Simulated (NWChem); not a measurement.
# AuF (SMILES [F][Au]): levels of theory compared

Aim: a comparison of 3 runs (HF/def2-TZVPP, MP2/def2-TZVPP, CCSD/def2-TZVPP) of AuF. 

The calculation is run with NWChem 7.3.0.

1 further run of the same task is left out (it didn't finish).

## Step 1: The molecule

AuF: 2 atoms, total charge 0, spin state singlet. As SMILES, `[F][Au]`. The F1–Au2 distance was set to 2.908 Å, away from the relaxed value.

## Step 2: A single-point energy at HF/def2-TZVPP (core potential) (run 1)

mymol.nw reads:

```
START mymol
TITLE "AuF"
memory 2200 mb
GEOMETRY units angstroms noautosym nocenter noautoz
   F      1.664688    -0.624146     0.828594
   Au    -0.810300     0.267000    -0.411300
END
BASIS spherical bse
   * library def2-TZVPP
END
ECP bse
   Au library def2-TZVPP
END
SCF
   thresh 1e-08
   maxiter 80
   noprint "final vectors analysis"
END
TASK scf energy
```

Started as:

```sh
$ nwchem mymol.nw > mymol.out
```

The log of the run:

```text
[...]
  functions       =    87
[...]
  wavefunction    = RHF
[...]
         Total SCF energy =   -234.158436589377
      One-electron energy =   -441.246361578917
      Two-electron energy =    175.971622731977
 Nuclear repulsion energy =     31.116302257563
        Time for solution =     12.0s
[...]
```

Wall time 13 s (1 thread of Intel Xeon 6975P-C (Granite Rapids), shared host); peak memory 0.12 GiB.

## Step 3: A single-point energy at MP2/def2-TZVPP (core potential) (run 2)

work.nw reads:

```
start work
title "AuF energy"
memory stack 880 mb heap 220 mb global 1100 mb
charge 0

geometry units angstroms noautosym nocenter noautoz
  F      1.664688    -0.624146     0.828594
  Au    -0.810300     0.267000    -0.411300
end

basis "ao basis" spherical bse
  * library def2-TZVPP
end

ecp bse
  Au library def2-TZVPP
end

scf
  thresh 1e-08
  maxiter 80
  print medium
end

mp2
  freeze core 1
  tight
end

task mp2
```

Started as:

```sh
$ nwchem work.nw > work.out
```

The log of the run:

```text
[...]
  functions       =    87
[...]
  wavefunction    = RHF
[...]
         Total SCF energy =   -234.158436589377
      One-electron energy =   -441.246361578917
      Two-electron energy =    175.971622731977
 Nuclear repulsion energy =     31.116302257563
        Time for solution =     12.0s
[...]
          Total MP2 energy          -234.984820469619
[...]
```

It took 15 s on 1 thread of Intel Xeon 6975P-C (Granite Rapids), shared host; peak memory 0.25 GiB.

## Step 4: The energy at CCSD/def2-TZVPP (core potential) (run 3)

auf.nw reads:

```
start auf
memory total 2200 mb
charge 0

geometry noautosym nocenter noautoz
 F     1.664688   -0.624146    0.828594
 Au   -0.810300    0.267000   -0.411300
end

basis "ao basis" spherical bse
 F library def2-TZVPP
 Au library def2-TZVPP
end

ecp bse
 Au library def2-TZVPP
end

scf
 thresh 1e-08
 maxiter 80
 noprint "final vectors analysis"
end

ccsd
 freeze core 1
 maxiter 60
end

task ccsd energy
```

Started as:

```sh
$ nwchem auf.nw > auf.out
```

The log of the run:

```text
[...]
  functions       =    87
[...]
  wavefunction    = RHF
[...]
         Total SCF energy =   -234.158436589377
      One-electron energy =   -441.246361578917
      Two-electron energy =    175.971622731977
 Nuclear repulsion energy =     31.116302257563
        Time for solution =     12.0s
[...]
 Total MP2 energy:           -234.984820469619478
[...]
             energy      energy      error      ampl     ampl      Block
                                                time     time      time
[...]
 Total CCSD energy:           -234.964269974541708
[...]
```

Wall time 2.4 min (1 thread of Intel Xeon 6975P-C (Granite Rapids), shared host); peak memory 0.25 GiB.

## Step 5: All runs side by side

```
run                             level  module  frozen core orbitals  energy (Eh)  wall time
  1    HF/def2-TZVPP (core potential)     scf                     –  -234.158437       13 s
  2   MP2/def2-TZVPP (core potential)     mp2                     1  -234.984820       15 s
  3  CCSD/def2-TZVPP (core potential)    ccsd                     1  -234.964270    2.4 min
```

## Step 6: Results

```
                                         quantity          value
                              run 3: total energy  -234.96427 Eh
run 3: correlation energy (1 core orbital frozen)     -805.8 mEh
```

What this shows: Below the HF energy at the same shape and in the same basis (def2-TZVPP): MP2 -826.4 mEh; CCSD -805.8 mEh. All runs together took 2.9 min, the longest 2.4 min.
